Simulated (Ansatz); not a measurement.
Runs of Ansatz 0.2.0 on SiSe. It takes space group P-6m2 (No. 187, hexagonal). Conventional cell: a = 3.595 Å, b = 3.595 Å, c = 3.599 Å, α = 90.00°, β = 90.00°, γ = 120.00°. Si (site symmetry -6m2) has 6 Se at 2.75 Å as nearest neighbours. Se (site symmetry -6m2) is surrounded by 6 Si at 2.75 Å. The cell was built by a generator and needn't be a form met in nature.

| task | level | potentials or basis | k mesh | cutoff (eV) | smearing | phonons | basis error allowed | mesh quality | gap on the mesh (eV) | pressure (GPa) |
| --- | --- | --- | --- | --- | --- | --- | --- | --- | --- | --- |
| phonons | PBE | all-electron LAPW, scalar-relativistic | 9 × 9 × 7 | 171 | fermi-dirac 0.05 eV | - | 0.002 eV/atom | not flagged | none | - |
| single point | PBE | all-electron LAPW, scalar-relativistic | 5 × 5 × 4 | 155 | fermi-dirac 0.04 eV | - | 0.002 eV/atom | coarse | none | -0.7 |
| phonons | PBEsol | all-electron PAW datasets made for the crystal | 9 × 9 × 7 | 200 | fermi-dirac 0.05 eV | method dfpt | - | not flagged | none | - |
| elastic constants | PBE | all-electron LAPW, scalar-relativistic | 7 × 7 × 5 | 171 | fermi-dirac 0.05 eV | - | 0.002 eV/atom | coarse | none | (a) |

Alike in all rows: no spin polarisation; cell as given.

Problem. Estimate the missing entries.

Solution. (a) -0.5.

Caveats: some runs use coarse meshes; a metal's response needs a denser mesh (some runs); some modes are imaginary (some runs); the k mesh is thin for a metal, which can move the energy by tens of meV per atom (some runs); the program warned that the printed levels may be off, so bands, gaps and densities of states are rough (some runs); the elastic tensor has a negative eigenvalue, so either the cell is unstable as it stands or the mesh is too thin (some runs).

A k mesh can miss the band edges, and the runs leave out spin-orbit coupling on Se.

A gap of «none» marks a metal or a gap under the smearing width.

The runs don't all hold the same shells in valence.
